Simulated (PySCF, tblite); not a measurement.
# C5H16BNSi: geometry, infrared bands and NMR shifts

What infrared bands and NMR shifts should C5H16BNSi (`[BH3-][NH2+]C1([SiH2]CC)CC1`) show?

Computed with tblite 0.8.0 and PySCF 2.14.0, with density-fitted response routines of our own, on a single molecule in the gas phase. Atoms are numbered from 0 throughout.

**1. Starting geometry**

24 atoms, charge 0, multiplicity 1; geometry from: force field or distance geometry start.

Bonds of the start (Å): B0–N1 1.53, N1–C2 1.48, C2–Si3 1.90, Si3–C4 1.88, C4–C5 1.51, C2–C6 1.53, C6–C7 1.53, C7–C2 1.53, B0–H8 1.19, B0–H9 1.20, B0–H10 1.19, N1–H11 1.05, N1–H12 1.06, Si3–H13 1.46, Si3–H14 1.47, C4–H15 1.11, C4–H16 1.11, C5–H17 1.11, C5–H18 1.11, C5–H19 1.11, C6–H20 1.11, C6–H21 1.11, C7–H22 1.11, C7–H23 1.09.

**2. Relaxing the molecule with GFN2-xTB**

Job settings and geometry (Å):

```
{"job": {"kind": "relax", "xc": "GFN2-xTB", "basis": "xTB"}, "charge": 0, "multiplicity": 1}
B     -2.248100    -0.661000    -1.009000
N     -1.349000    -0.838900     0.213300
C     -0.599400     0.390600     0.550600
Si     0.743600     1.011200    -0.634000
C      1.960600    -0.376100    -0.980600
C      2.628800    -0.864900     0.285300
C     -1.365800     1.428200     1.371000
C     -0.286500     0.569200     2.034900
H     -2.946600     0.298700    -0.871000
H     -2.958000    -1.618000    -1.132200
H     -1.602500    -0.538900    -1.997400
H     -0.658900    -1.606400     0.022500
H     -1.949700    -1.156700     1.030600
H      0.135300     1.449100    -1.887300
H      1.454000     2.146300    -0.016400
H      2.729700     0.009000    -1.677600
H      1.423600    -1.211700    -1.470000
H      3.167400    -0.035000     0.789100
H      3.369100    -1.653800     0.043200
H      1.885800    -1.289100     0.990000
H     -1.065000     2.487800     1.221000
H     -2.403900     1.148700     1.662500
H     -0.698000    -0.195300     2.732600
H      0.621700     1.126800     2.279200
```

The run is started by

```console
> OMP_NUM_THREADS=1 python probes_run.py task.json out
```

This one command runs all jobs of the session in turn.

**Question.** This job is followed by: GFN2-xTB harmonic vibrations, gas phase; GIAO PBE0/pcSseg-1 NMR shielding, non-relativistic, gas phase. What will the session give for the following? strongest single infrared mode (GFN2-xTB); zero-point energy (GFN2-xTB); 13C shifts against TMS (PBE0/pcSseg-1, means over atoms taken as alike); 1H shifts against TMS (PBE0/pcSseg-1, means over atoms taken as alike); 11B shifts against BF3·OEt2 (PBE0/pcSseg-1); 15N shifts against NH3 (PBE0/pcSseg-1); 29Si shifts against TMS (PBE0/pcSseg-1); surface potential, 1st and 99th percentile.

As calculated:

| quantity | value |
| --- | --- |
| strongest single infrared mode (GFN2-xTB) | 2403 cm⁻¹, 360 km/mol |
| zero-point energy (GFN2-xTB) | 126.6 kcal/mol |
| 13C shifts against TMS (PBE0/pcSseg-1, means over atoms taken as alike) | 23.6, 13.5, 12.4, 4.5 ppm |
| 1H shifts against TMS (PBE0/pcSseg-1, means over atoms taken as alike) | 4.21, 2.62, 1.93, 1.19, 1.10, 0.65, 0.53 ppm |
| 11B shifts against BF3·OEt2 (PBE0/pcSseg-1) | -25.2 ppm |
| 15N shifts against NH3 (PBE0/pcSseg-1) | 72.5 ppm |
| 29Si shifts against TMS (PBE0/pcSseg-1) | -25.3 ppm |
| surface potential, 1st and 99th percentile | -1.65 V and 2.15 V |

**Reading.** The optimisation took 99 steps and gained 0.495 eV; among the close pairs (by a distance rule), B0–N1 changed most, from 1.528 to 1.642 Å. No mode is imaginary among the 66: a minimum at this level. The strongest single mode, at 2403 cm⁻¹, moves mainly H10. GFN2-xTB is a fitted tight-binding method: band positions and strengths are rough. Its intensities can rank the bands wrongly. At PBE0/pcSseg-1: Shielding is most anisotropic at C2 (span 99 ppm, paramagnetic term -88 ppm).
